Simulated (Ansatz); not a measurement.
# NaGe+ (triplet): the correlation ladder at distance Ge1–Na2 = 3.504 Å, aug-cc-pVTZ

One table from this session's results is given with a row withheld; the runs are named, their logs left out.

Computed with Ansatz 0.2.0, Gaussian basis. Level: aug-cc-pVTZ, core rule «outside noble gas», up to 19 orbitals frozen.

The runs, in order: UHF; CCSD(T) on ROHF; CCSD(T) on UHF; BCCD(T) on ROHF; CCSDT(Q) on ROHF; CCSDT(Q) on UHF; Full CI; Full CI in the symmetry of the determinant.

53 further runs of the same task are left out: 29 for a known fault of the program, 18 that didn't finish, 6 set aside as unsound or not needed.

## What is computed

The geometry derives from a PBE0/def2-TZVP stationary point (not a proven minimum). One bond is set to the value named and the two fragments are kept rigid. No spin-orbit coupling is included. The filled d shell of Ge may be among the frozen orbitals whatever the setting's name suggests; the logs give the count.

2 atoms, charge 1, spin multiplicity 3.

Atoms are counted from 1 here; the program's logs count them from 0.

No contacts short enough for the rule that draws bonds.

Set-up of the first run:

Contents of in.yaml:

```yaml
crystal:
  periodic: [false, false, false]
  atoms:
    - {symbol: Ge, position_ang: [0.000000, 0.000000, 0.000000]}
    - {symbol: Na, position_ang: [0.000000, 0.000000, 3.504000]}
basis:
  gaussian: {orbitals: aug-cc-pVTZ}
total_charge: 1
magnetization: {spin_polarized: true, initial_magnetization: 2}
hamiltonian: {xc: hf}
output: {orbitals: {seedname: orbitals}}
```

Started as:

```
$ ansatz run in.yaml --threads 1 --pin off --events-out ev --progress --plain --max-ram 2393MiB
```

Steps of the session up to this table: UHF; CCSD(T) on ROHF; CCSD(T) on UHF; BCCD(T) on ROHF; CCSDT(Q) on ROHF; CCSDT(Q) on UHF; Full CI; Full CI in the symmetry of the determinant.

One table of the session follows, with a row left open; its other results are not shown here.

```
   method  from FCI (meV)
     ROHF         +1936.5
      UHF         +1829.6
     RMP2          +460.4
     UMP2          +458.7
    RCCSD           +72.0
    UCCSD               ?
 RCCSD(T)           +15.8
 UCCSD(T)            +5.8
  BCCD(T)           +15.9
   RCCSDT            +1.1
   UCCSDT            -9.1
RCCSDT(Q)            -0.1
UCCSDT(Q)           -10.2
      FCI               0
```

Q: Estimate the row for UCCSD from the others.

**Answer.** from FCI (meV): +58.6. In the column «from FCI (meV)» it lies between BCCD(T) (+15.9) and RCCSD (+72.0).

To keep in mind: UCCSDT, UCCSDT(Q) fall below full CI: unrestricted runs freeze a spin-polarised core, another one than full CI's, and coupled cluster isn't variational. Levels on UHF freeze UHF's core orbitals, full CI those of ROHF, so the U rows can settle a little off it for that reason alone. Restricted and unrestricted rows rest on different reference determinants; where their highest levels disagree by more than a few hundredths of an eV, they describe different states and don't form one ladder.
